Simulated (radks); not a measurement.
# W²⁺ in [Xe] 4f14 5d3.5 6s0.5: an all-electron calculation

One table from this session's results is given with a row withheld; the runs are named, their logs left out.

The numbers are computed with radks (a radial shooting solver on a logarithmic mesh, Libxc functionals) version 1 (scalar-relativistic Kohn-Sham, SCAN, spin-unpolarised, spherical densities, finite nucleus), except any that are marked as measured or tabulated.

### What is computed

- element: tungsten (Z = 74)
- charge: +2
- electrons: 72
- configuration: [Xe] 4f14 5d3.5 6s0.5
- nuclear rms radius: 5.3658 fm

Set-up of the first run:

Input:

```text
Z 74
configuration [Xe] 4f14 5d3.5 6s0.5
relativity scalar-relativistic
functional scan,scan
spin unpolarised
nucleus finite rms 5.3658 fm
c 137.035999084
```

Steps of the session up to this table: Self-consistent calculation.

One of the session's tables, all rows but one given; the rest of the session is left out.

It belongs to the step «Shells». From the orbitals of this run (lengths in bohr):

```
level      <r>  outermost maximum (interpolated)  90 % within  nodes
   1s  0.01835                            0.0115       0.0334      0
   2s  0.07753                            0.0656        0.120      1
   2p  0.06943                            0.0539        0.113      0
   3s   0.2008                             0.185        0.295      2
   3p   0.2012                             0.183        0.301      1
   3d   0.1825                             0.150        0.283      0
   4s   0.4494                             0.421        0.644      3
   4p   0.4776                             0.441        0.694      2
   4d   0.5113                             0.452        0.766      1
   5s    1.066                             0.958         1.53      4
   5p    1.245                              1.09         1.82      3
   4f   0.6068                             0.429         1.01      0
   5d        ?                                 ?            ?      ?
   6s    2.731                              2.44         3.93      5
```

**Question.** Estimate the row for 5d.

As computed: <r>: 1.843; outermost maximum (interpolated): 1.47; 90 % within: 2.84; nodes: 2. In the column «<r>» it lies between 5p (1.245) and 6s (2.731).
